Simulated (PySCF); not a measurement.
# From one method to the next for AsP⁻

Starting from one script, swap the method and compare what comes out for AsP⁻.

Program: PySCF 2.14.0. Level of theory: each script names its method and basis. These are calculated values, not measurements.

4 further runs of the same task are left out: 4 that didn't finish.

### 1 Starting geometry

AsP⁻: 2 atoms, charge -1, spin multiplicity 2.

Bond lengths: As1–P2 2.340 Å.

### 2 The base run

Contents of input.py:

```python
from pyscf import gto, scf, mp

mol = gto.M(
    atom='As 0 0 0; P 0 0 2.34',
    basis='crenbl',
    ecp={'As': 'crenbl', 'P': 'crenbl'},
    charge=-1,
    spin=1,
    verbose=3,
)
mf = scf.UHF(mol)
mf.kernel()
mp.MP2(mf).kernel()
mf.dip_moment()
print('orbital energies (hartree):', [e[max(0, n-3):n+3].round(4) for e, n in zip(mf.mo_energy, mol.nelec)])
```

Run with:

```console
$ python input.py
```

### 3 Revtpss (UKS)

Variant 1 changes functional: none (Hartree–Fock) → revtpss; SCF type: UHF → UKS; step after the SCF: mp2 → analyze.

input.py: that of step 2 with these lines changed.

```diff
@@ -1,2 +1,2 @@
-from pyscf import gto, scf, mp
+from pyscf import gto, dft
 
@@ -10,5 +10,5 @@
 )
-mf = scf.UHF(mol)
+mf = dft.UKS(mol, xc='revtpss')
 mf.kernel()
-mp.MP2(mf).kernel()
+mf.mulliken_pop()
 mf.dip_moment()
```

### 4 Wb97x (UKS)

Variant 2 changes functional: none (Hartree–Fock) → wb97x; SCF type: UHF → UKS; step after the SCF: mp2 → analyze.

input.py: that of step 2 with these lines changed.

```diff
@@ -1,2 +1,2 @@
-from pyscf import gto, scf, mp
+from pyscf import gto, dft
 
@@ -10,5 +10,5 @@
 )
-mf = scf.UHF(mol)
+mf = dft.UKS(mol, xc='wb97x')
 mf.kernel()
-mp.MP2(mf).kernel()
+mf.mulliken_pop()
 mf.dip_moment()
```

### 5 SCF alone

Variant 3 changes step after the SCF: mp2 → none.

input.py: that of step 2 with these lines changed.

```diff
@@ -1,2 +1,2 @@
-from pyscf import gto, scf, mp
+from pyscf import gto, scf
 
@@ -12,3 +12,2 @@
 mf.kernel()
-mp.MP2(mf).kernel()
 mf.dip_moment()
```

### 6 RHF

Variant 4 changes SCF type: UHF → RHF.

Contents of input.py:

```python
from pyscf import gto, scf, mp

mol = gto.M(
    atom='As 0 0 0; P 0 0 2.34',
    basis='crenbl',
    ecp={'As': 'crenbl', 'P': 'crenbl'},
    charge=-1,
    spin=1,
    verbose=3,
)
mf = scf.RHF(mol)
mf.kernel()
mp.MP2(mf).kernel()
mf.dip_moment()
print('orbital energies (hartree):', mf.mo_energy[..., max(0, mol.nelec[1]-3):mol.nelec[0]+3].round(4))
```

Before running it: what results should come out? Wanted: for each run, E(SCF); from base; after the SCF.

The runs gave:

```csv
run,E(SCF) (hartree),from base (eV),after the SCF
base,-117.956476,0,MP2 correlation -10.931 eV
revtpss (UKS),-120.890984,not comparable,n/a
wb97x (UKS),-120.794104,not comparable,n/a
SCF alone,-117.956476,0.0000,n/a
RHF,-117.954619,+0.0505,MP2 correlation -11.018 eV
```

In words: Total energies of different functionals can't be compared with each other; differences within one functional can. The dearest run is “revtpss (UKS)”, at 6.4 s against 1.2 s.
